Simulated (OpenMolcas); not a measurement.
# Pd²⁺ in NaF: CASSCF and CASPT2 levels and susceptibility

Which state of Pd²⁺ lies lowest among these ligands, how large is the field, and what χT follows?

The numbers are computed with OpenMolcas 26.06 (state-averaged CASSCF and CASPT2, spin-orbit coupling by RASSI with atomic mean-field integrals), except any that are marked as measured or tabulated.

## (1) Starting point

* Species: Pd²⁺ (palladium, Z = 46, 44 electrons)
* Basis: ANO-RCC-VDZP [6s5p3d1f], 151 functions with the ligands
* Scalar Hamiltonian: DKH2, point nucleus
* Inactive shells: 1s 2s 2p 3s 3p 3d 4s 4p of the metal, and all ligand shells
* Active space: 8 electrons in 5 orbitals (4d)
* Some configurations of this space: 4d8
* Orbitals: optimised for each spin and parity, averaged over all roots

The outer shells:

4d8
```
4d [↑↓][↑↓][↑↓][↑ ][↑ ]
```

Pd²⁺ is taken with its 6 nearest fluoride ions at 2.319 Å, on the cation site of NaF (a = 4.634 Å). The rest of the host is ab initio model potentials to 7.6 Å, with orthogonalisation functions on the cations behind the ligands, and point charges beyond; the distance is set by hand, nothing relaxes, and no local charge compensation is placed. Ligand basis ANO-RCC-VDZP.

```xyz
19

Pd    0.0000    0.0000    0.0000
F     2.3190    0.0000    0.0000
F     0.0000    2.3190    0.0000
F    -2.3190    0.0000    0.0000
F     0.0000   -2.3190    0.0000
F     0.0000    0.0000    2.3190
F     0.0000    0.0000   -2.3190
Na    0.0000    2.3170   -2.3170
Na    0.0000   -2.3170    2.3170
Na    0.0000    2.3170    2.3170
Na    0.0000   -2.3170   -2.3170
Na    2.3170   -2.3170    0.0000
Na   -2.3170    2.3170    0.0000
Na    2.3170    0.0000   -2.3170
Na   -2.3170    0.0000    2.3170
Na    2.3170    0.0000    2.3170
Na   -2.3170    0.0000   -2.3170
Na    2.3170    2.3170    0.0000
Na   -2.3170   -2.3170    0.0000
```

The work runs as a chain of OpenMolcas steps in one folder; each step below is one input file. Labels, J, g values, rates, χT and fits are worked out afterwards by a script from the matrices that RASSI stores.

## (2) One- and two-electron integrals

Input file a.inp:

```
&GATEWAY
Basis set
Pd.ANO-RCC-VDZP.
Pd1 0.0 0.0 0.0 Angstrom
End of basis
Basis set
F.ANO-RCC-VDZP.
L1 2.319000 0.000000 0.000000 Angstrom
L2 0.000000 2.319000 0.000000 Angstrom
L3 0.000000 0.000000 2.319000 Angstrom
End of basis
Basis set
Na.EMB-AIMP.Seijo.6s3p.1s1p.ECP.NaF.
PseudoCharge
* 3 symmetry-unique lattice sites within 7.6 angstrom
End of basis
Basis set
Na.EMB-AIMP.Seijo.0s.0s.ECP.NaF.
PseudoCharge
* 36 symmetry-unique lattice sites within 7.6 angstrom
End of basis
Basis set
F.EMB-AIMP.Seijo.0s.0s.ECP.NaF.
PseudoCharge
* 31 symmetry-unique lattice sites within 7.6 angstrom
End of basis
Symmetry
XYZ
AngMom=0.0 0.0 0.0
AMFI
RICD
XField
1025 Angstrom 0
* Evjen-weighted lattice charges
&SEWARD
```

Command:

```
OMP_NUM_THREADS=1 MOLCAS_MEM=2457 MOLCAS_PROJECT=a pymolcas a.inp > a.log
```

## (3) CASSCF: triplets, 10 roots

Input file a.inp:

```
&RASSCF
FileOrb=start.orb
Symmetry=1
Spin=3
nActEl=8 0 0
Inactive=24 24
Ras2=5 0
CIRoot=10 10 1
SDav=10
CIMx=300
Iter=150 100
PrWF=0.3
OrbListing=Nothing
MaxOrb=1
LevShft=1.0
>>> COPY $Project.JobIph JOB001
```

start.orb holds start orbitals that the driver prepared beforehand, or those of the step before.

## (4) CASSCF: singlets, 15 roots

Input file a.inp:

```
&RASSCF
FileOrb=start.orb
Symmetry=1
Spin=1
nActEl=8 0 0
Inactive=24 24
Ras2=5 0
CIRoot=15 15 1
SDav=15
CIMx=300
Iter=150 100
PrWF=0.3
OrbListing=Nothing
MaxOrb=0
LevShft=1.0
>>> COPY $Project.JobIph JOB002
```

## (5) State interaction with spin-orbit coupling

Input file a.inp:

```
&RASSI
NrOfJobIphs=2 10 15
1 2 3 4 5 6 7 8 9 10
1 2 3 4 5 6 7 8 9 10 11 12 13 14 15
IphNames
JOB001
JOB002
EJob
SpinOrbit
DIPRint=1.0
SOCoupling=1000.0
Subsets=2
Property=9
'ANGMOM' 1 'ANGMOM' 2 'ANGMOM' 3 'MLTPL  1' 1 'MLTPL  1' 2 'MLTPL  1' 3
'AMFI' 1 'AMFI' 2 'AMFI' 3
SOProperty=3
'ANGMOM' 1 'ANGMOM' 2 'ANGMOM' 3
```

## (6) CASPT2: IPEA 0.25, imaginary shift 0.1 (closed shells correlated: 4s 4p of the metal, with ligand shells; the Frozen line counts the rest)

Input file a.inp:

```
>>> COPY JOB001 $Project.JobIph
&CASPT2
Multistate=10 1 2 3 4 5 6 7 8 9 10
NoMult
Frozen=11 9
IPEA=0.25
Imaginary=0.1
MaxIter=60
WThr=0.0 0.3 0.05
PrWF=0.5
NoMix
>>> COPY JOB002 $Project.JobIph
&CASPT2
Multistate=15 1 2 3 4 5 6 7 8 9 10 11 12 13 14 15
NoMult
Frozen=11 9
IPEA=0.25
Imaginary=0.1
MaxIter=60
WThr=0.0 0.3 0.05
PrWF=0.5
NoMix
```

(Steps that only read results are left out.)

Before running it: what results should come out? Wanted: spin-free ground state; first state of the same spin within the active space; lowest level; next level.

**Answer**, as computed:

| quantity | value |
| --- | --- |
| method | SS-CASPT2, IPEA 0.25, imaginary shift 0.1 (closed shells correlated: 4s 4p of the metal, with ligand shells; the Frozen line counts the rest) |
| spin-free ground state | 3A2, 1-fold in its orbital part |
| first state of the same spin within the active space | 3T2 at 11700 cm⁻¹ |
| lowest level | 3-fold T2 |
| next level | 8298.6 cm⁻¹ |
| χT at 300 K | 1.48 cm³ K/mol |
| effective moment at 300 K | 3.44 μB |

Cost by method:

```
                                              method  time of its own steps  time with the reference
                                           A. CASSCF                   18 s                     18 s
B. SS-CASPT2, IPEA 0.25, imaginary shift 0.1, +4s 4p                   72 s                     90 s
```

Times are of one thread on a shared host.

**Reading.** The spin-free ground state (3A2) comes to 100 % from free-ion F terms and keeps the highest spin of the shell. χT at 300 K is 1.48, against 1.00 cm³ K/mol for the spin alone, so orbital moment adds to it. CASPT2 does not keep the components of a term degenerate, and the means are used.
